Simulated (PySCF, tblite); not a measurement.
**C₄H₈GeO+ (doublet): geometry, infrared bands and EPR parameters**

What infrared bands and EPR parameters should C₄H₈GeO+ (doublet) (`C[C@@H]1O[CH+][CH][GeH2]1`) show?

Computed with tblite 0.8.0 and PySCF 2.14.0, with density-fitted response routines of our own, on a single molecule in the gas phase. Atoms count from 0, in the outputs and in this text.

## (1) The molecule as given

14 atoms, charge 1, multiplicity 2; geometry from: force field or distance geometry start.

Bonds of the start (Å): C0–C1 1.53, C1–O2 1.41, O2–C3 1.40, C3–C4 1.47, C4–Ge5 1.91, Ge5–C1 1.94, C0–H6 1.10, C0–H7 1.12, C0–H8 1.11, C1–H9 1.12, C3–H10 1.09, C4–H11 1.12, Ge5–H12 1.56, Ge5–H13 1.55.

## (2) Geometry optimisation with GFN2-xTB

Job settings and geometry (Å):

```
{"job": {"kind": "relax", "xc": "GFN2-xTB", "basis": "xTB"}, "charge": 1, "multiplicity": 2}
C      1.833600    -0.467200    -0.139300
C      0.490900    -0.104900     0.504600
O     -0.307400    -1.261600     0.606500
C     -1.617400    -0.790300     0.697500
C     -2.081200     0.205800    -0.282200
Ge    -0.469700     1.193300    -0.563700
H      2.359300    -1.211800     0.478400
H      2.467500     0.446700    -0.219800
H      1.662700    -0.893300    -1.149700
H      0.675700     0.304300     1.535100
H     -2.132500    -0.861500     1.658600
H     -2.355600    -0.314100    -1.230500
H     -0.501000     2.585100     0.133700
H     -0.025600     1.168900    -2.051400
```

Run with:

```bash
OMP_NUM_THREADS=1 python probes_run.py task.json out
```

One launch serves the whole session: the jobs run in the order shown.

Log:

```text
step      E/eV     max force
  0    -489.78378    4.111
  1    -490.33393    2.059
  2    -490.56731    1.886
  3    -490.69712    1.637
  4    -491.11930    2.303
  5    -491.34588    2.004
  6    -491.61487    1.706
  7    -491.78848    1.428
  8    -491.96549    1.596
  9    -492.16009    1.125
 10    -492.24978    0.668
 11    -492.28703    0.800
 12    -492.32053    0.666
 13    -492.35752    0.523
 14    -492.38592    0.470
 15    -492.40907    0.450
 16    -492.43749    0.616
 17    -492.46786    0.708
 18    -492.49494    0.572
 19    -492.51345    0.393
 20    -492.52759    0.330
 21    -492.53845    0.343
 22    -492.54729    0.300
 23    -492.55443    0.182
 24    -492.56042    0.198
 25    -492.56669    0.218
 26    -492.57333    0.257
 27    -492.57938    0.217
 28    -492.58523    0.200
 29    -492.59211    0.272
 30    -492.60023    0.298
 31    -492.60819    0.256
 32    -492.61416    0.180
 33    -492.61829    0.184
 34    -492.62246    0.198
 35    -492.62870    0.317
 36    -492.63695    0.317
 37    -492.64520    0.235
 38    -492.65100    0.194
 39    -492.65591    0.176
 40    -492.66010    0.142
 41    -492.66338    0.169
 42    -492.66544    0.121
 43    -492.66718    0.125
 44    -492.66901    0.117
 45    -492.67087    0.093
 46    -492.67223    0.093
 47    -492.67327    0.092
 48    -492.67448    0.102
 49    -492.67606    0.119
 50    -492.67759    0.098
 51    -492.67866    0.097
 52    -492.67941    0.102
 53    -492.68023    0.094
 54    -492.68127    0.077
 55    -492.68217    0.077
 56    -492.68267    0.052
 57    -492.68294    0.048
 58    -492.68313    0.034
 59    -492.68328    0.029
 60    -492.68337    0.022
 61    -492.68342    0.019
 62    -492.68347    0.018
 63    -492.68352    0.020
 64    -492.68358    0.022
 65    -492.68365    0.025
 66    -492.68375    0.024
 67    -492.68384    0.022
 68    -492.68390    0.019
 69    -492.68395    0.018
 70    -492.68400    0.020
 71    -492.68407    0.023
 72    -492.68413    0.016
 73    -492.68415    0.013
 74    -492.68417    0.012
 75    -492.68420    0.016
 76    -492.68423    0.018
 77    -492.68426    0.013
 78    -492.68427    0.010
 79    -492.68429    0.010
 80    -492.68431    0.014
 81    -492.68434    0.015
 82    -492.68436    0.012
 83    -492.68438    0.009
```

It took 1.4 s on 1 thread of Intel Xeon at 2.50GHz, shared host.

Along the way: (not every step is listed)

```
step  energy from step 0 (eV)  largest force (eV/Å)
   0                   0.0000                4.1112
   1                  -0.5502                2.0593
   2                  -0.7835                1.8856
   3                  -0.9133                1.6374
   4                  -1.3355                2.3032
   5                  -1.5621                2.0042
   6                  -1.8311                1.7057
   7                  -2.0047                1.4277
   8                  -2.1817                1.5963
  15                  -2.6253                0.4501
  22                  -2.7635                0.2996
  29                  -2.8083                0.2718
  36                  -2.8532                0.3170
  43                  -2.8834                0.1254
  50                  -2.8938                0.0982
  57                  -2.8992                0.0478
  64                  -2.8998                0.0222
  71                  -2.9003                0.0234
  78                  -2.9005                0.0100
  79                  -2.9005                0.0100
  80                  -2.9005                0.0140
  81                  -2.9006                0.0152
  82                  -2.9006                0.0116
  83                  -2.9006                0.0095
```

Distances of close pairs at the start and the end, largest changes first:

```
   bond  before (Å)  after (Å)  change (Å)
 C1–Ge5       1.936      2.141      +0.205
  C3–C4       1.472      1.350      -0.122
  O2–C3       1.395      1.326      -0.069
 C4–Ge5       1.911      1.966      +0.055
Ge5–H13       1.553      1.501      -0.052
Ge5–H12       1.557      1.510      -0.047
 C4–H11       1.116      1.076      -0.040
  C1–H9       1.124      1.091      -0.033
```

The final coordinates are the input of the step that follows.

## (3) Vibrational analysis with GFN2-xTB

Job settings and geometry (Å):

```
{"job": {"kind": "ir", "xc": "GFN2-xTB", "basis": "xTB"}, "charge": 1, "multiplicity": 2}
C      1.575166    -0.630908    -0.148006
C      0.662580     0.170851     0.760533
O     -0.359314    -0.526220     1.363299
C     -1.403597    -0.828695     0.604562
C     -1.672074    -0.106613    -0.504122
Ge    -0.420973     1.406072    -0.612335
H      2.135908    -1.333517     0.475380
H      2.296532     0.023520    -0.636371
H      1.028147    -1.194149    -0.904480
H      1.216570     0.699565     1.537319
H     -2.033786    -1.611686     1.014308
H     -2.479724    -0.344645    -1.173758
H     -0.807373     2.660678     0.134460
H      0.261259     1.615274    -1.932956
```

Log:

```text
mode    cm-1     km/mol
  1     141.0      0.56
  2     198.1      0.05
  3     211.6      1.41
  4     251.9      8.57
  5     334.9      9.23
  6     391.8     27.13
  7     414.0     33.50
  8     435.8      2.01
  9     476.7     28.04
 10     515.4     14.22
 11     595.7     22.94
 12     726.8     46.25
 13     739.4     76.56
 14     769.8     22.52
 15     859.6     32.73
 16     890.9     26.22
 17     931.7     25.94
 18     971.0     54.11
 19    1024.9     59.44
 20    1065.6      8.19
 21    1088.9     19.91
 22    1164.5     41.21
 23    1201.6      8.26
 24    1290.4      4.00
 25    1369.8     38.42
 26    1409.4     26.55
 27    1428.4     17.90
 28    1476.9    103.72
 29    1910.4     36.57
 30    2024.8    194.95
 31    2960.3     29.20
 32    2975.8      3.59
 33    3006.6      8.39
 34    3015.1      4.96
 35    3024.1     30.41
 36    3109.7     21.79
```

Wall time 1.1 s (1 thread of Intel Xeon at 2.50GHz, shared host).

The strongest bands and the atoms that carry them (share of the mass-weighted mode):

```
cm⁻¹  km/mol                               atoms
 727    46.2                   H11 68 %, C4 19 %
 739    76.6                  H13 48 %, H12 42 %
 971    54.1          H6 30 %, H11 13 %, C0 12 %
1025    59.4          H11 37 %, H7 14 %, C1 10 %
1164    41.2                   H10 35 %, O2 35 %
1370    38.4  H6 34 %, H7 27 %, H8 23 %, C0 15 %
1477   103.7                    C3 54 %, C4 37 %
2025   194.9                  H13 87 %, H12 11 %
```

## (4) EPR parameters: B3LYP/def2-TZVP-core+pcH-1

Same as in step 3 but for these lines:

```diff
@@ -1,2 +1,2 @@
-{"job": {"kind": "ir", "xc": "GFN2-xTB", "basis": "xTB"}, "charge": 1, "multiplicity": 2}
+{"job": {"kind": "epr", "basis": "pcH-1"}, "charge": 1, "multiplicity": 2}
 C      1.575166    -0.630908    -0.148006
```

Method: UKS B3LYP, def2-TZVP-core on Ge, pcH-1 on C H O, non-relativistic, mean-field spin-orbit, GIAO.

Log:

```text
UKS, coarse grid
  cycle   1  E = -2309.07227322  |g| = 1.37e+00
  cycle   2  E = -2308.94472122  |g| = 1.08e+00
  cycle   3  E = -2309.11676233  |g| = 4.94e-01
  cycle   4  E = -2309.18013878  |g| = 1.86e-01
  cycle   5  E = -2309.19291139  |g| = 1.79e-02
  cycle   6  E = -2309.19301895  |g| = 1.36e-02
  cycle   7  E = -2309.19310961  |g| = 5.64e-03
  cycle   8  E = -2309.19313152  |g| = 3.36e-03
  cycle   9  E = -2309.19314363  |g| = 1.93e-03
  cycle  10  E = -2309.19314613  |g| = 6.19e-04
UKS, final grid
  cycle   1  E = -2309.19313530  |g| = 5.71e-04
  cycle   2  E = -2309.19313512  |g| = 9.29e-04
  cycle   3  E = -2309.19313555  |g| = 1.47e-04
  cycle   4  E = -2309.19313557  |g| = 1.42e-04
  cycle   5  E = -2309.19313559  |g| = 5.86e-05
  cycle   6  E = -2309.19313560  |g| = 2.48e-05
E = -2309.19313560 Eh   <S^2> = 0.7575 (exact 0.7500)
g shifts (ppm)      1          2          3
  rmc          -211       -211       -211
  gc              8         55         -0
  oz_so         857      10221      13441
  total         656      10066      13232
hyperfine (MHz)  atom isotope    a_iso     a_fc   dipolar eigenvalues
    0   13C      17.60      17.60     -7.23     -6.41     13.63
    1   13C      15.63      15.55    -19.19    -17.22     36.41
    2   17O     -30.74     -30.65    -95.27     46.72     48.55
    3   13C     -13.11     -13.19     -4.22     -2.39      6.61
    4   13C      29.33      29.11    -33.14    -32.33     65.47
    5  73Ge      10.73      10.62    -14.98      6.77      8.21
    6    1H      45.76      45.76     -4.47     -0.31      4.78
    7    1H      -3.00      -2.99     -4.52     -2.42      6.94
    8    1H      -4.69      -4.69     -5.05      1.17      3.88
    9    1H     -10.57     -10.58     -8.33     -3.31     11.64
   10    1H      13.96      13.92     -5.51     -1.71      7.23
   11    1H     -16.92     -16.95    -15.88     -3.16     19.04
   12    1H     106.04     106.00     -3.12     -0.36      3.47
   13    1H      -8.65      -8.68     -3.06     -1.52      4.58
```

Wall time 5.6 min (1 thread of Intel Xeon at 2.50GHz, shared host); peak memory 1.2 GiB.

Principal g values 2.00298, 2.01238, 2.01555; g(iso) = 2.01030, against 2.00232 for a free electron.

Hyperfine couplings; where a row names several nuclei, a(iso) is their mean (it holds for fast rotation or exchange) and the dipolar term the largest among them:

```
    nuclei  isotope  a(iso) (MHz)  a(iso) (G, at g = 2.0023)  largest dipolar term (MHz)
       H12       1H         106.0                       37.8                         3.5
        O2      17O         -30.7                      -11.0                       -95.3
        C4      13C          29.3                       10.5                        65.5
        C0      13C          17.6                        6.3                        13.6
       H11       1H         -16.9                       -6.0                        19.0
        C1      13C          15.6                        5.6                        36.4
       H10       1H          14.0                        5.0                         7.2
        C3      13C         -13.1                       -4.7                         6.6
H6, H7, H8       1H          12.7                        4.5                         6.9
       Ge5     73Ge          10.7                        3.8                       -15.0
        H9       1H         -10.6                       -3.8                        11.6
       H13       1H          -8.6                       -3.1                         4.6
```

Mulliken spin populations:

C0 0.05; C1 0.16; O2 0.25; C3 0.00; C4 0.41; Ge5 0.09; H6 0.02; H7 0.00; H8 0.00; H9 -0.01; H10 0.01; H11 -0.01; H12 0.05; H13 -0.01

In first order the couplings over 0.8 MHz of 1H give 128 distinct lines over 69.3 G, if the averaged nuclei exchange fast.

Orbitals, density, ELF and potential are computed afterwards from the orbital file.

ELF in a plane through or near 4 of the atoms.

Ten even steps from '0' (0.00) to '9' (1.00):
```
0000000000000000000000000000
0000000000000000000000000000
0000000000000110000000000000
0000000000157874200000000000
0000000000389998520000000000
0000000000189986421000000000
0000001100057632121100000000
0000079995002213235410000000
0000199999401223588754200000
0000169998532125761487510000
0000014638163002642377510000
0000048984452004897533100000
0000199999410015664200000000
0000079998100003578851000000
0000015763000001389984000000
0000000000000000158962000000
0000000000000000011100000000
0000000000000000000000000000
0000000000000000000000000000
0000000000000000000000000000
```
The map spans 10.2 Å across and 9.9 Å up, centred on the molecule. Atoms in the plane (x, y in Å): C0 (-1.6, -0.3), C4 (1.7, 0.0), H6 (-2.3, -1.2), H7 (-2.2, 0.5).

On the surface of density 0.002 e/bohr³ the electrostatic potential runs, from the 1st to the 99th percentile, from 3.54 V near O2 to 6.12 V near Ge5.

The spin density lies nearest to C4 28 %; O2 23 %; C1 15 %; Ge5 7 %.

## (5) Outcome

| quantity | value |
| --- | --- |
| strongest single infrared mode (GFN2-xTB) | 2025 cm⁻¹, 195 km/mol |
| zero-point energy (GFN2-xTB) | 63.5 kcal/mol |
| g(iso) (B3LYP) | 2.01030 |
| ⟨S²⟩ | 0.758 (exact 0.75) |
| largest a(iso) (averaged by class) | 1H on H12, 106.0 MHz |

**Reading.** Relaxing lowered the energy by 2.901 eV in 83 steps; the close pair that moved most is C1–Ge5, from 1.936 to 2.141 Å. No mode is imaginary among the 36: a minimum at this level. The strongest single mode, at 2025 cm⁻¹, moves mainly H13. Unscaled tight-binding wavenumbers are off by several per cent, some by more. Its intensities can rank the bands wrongly. The largest share of the spin, 0.41 e, sits on C4. The isotropic g lies 8.0 ppt above the free-electron value. The hyperfine terms hold no scalar relativity, which the heavier nuclei need.
